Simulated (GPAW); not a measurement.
Crystal: GaSb3.

```
CELL_PARAMETERS angstrom
0.00000 3.73060 3.73060
3.73060 0.00000 3.73060
3.73060 3.73060 0.00000
ATOMIC_POSITIONS crystal
Sb 0.50000 0.50000 0.50000
Sb 0.75000 0.75000 0.75000
Sb 0.25000 0.25000 0.25000
Ga 0.00000 0.00000 0.00000
```

The cell comes from a database or a generator and needn't be the stable form of this composition.

Base run:

* Program: GPAW 26.7.0
* Functional: LDA
* Potentials or basis: the program's PAW data sets (release 1.2.1) made for this functional
* Cutoff: 600 eV
* Basis: pw
* k mesh: 6 × 6 × 6
* Occupations: fermi-dirac, width 0.05 eV
* Spin: no spin polarisation

Its results: pressure -4.8 GPa.

Q: The run is repeated on the same cell with these changes: cutoff from 600 eV to 450 eV; k mesh from 6 × 6 × 6 to 5 × 5 × 5. What comes out?

A: Pressure -6.4 GPa.

Caveats: the cutoff is short for stress and forces, so pressures can be off by a GPa or more (some runs).

Not every run made on this cell is shown here.
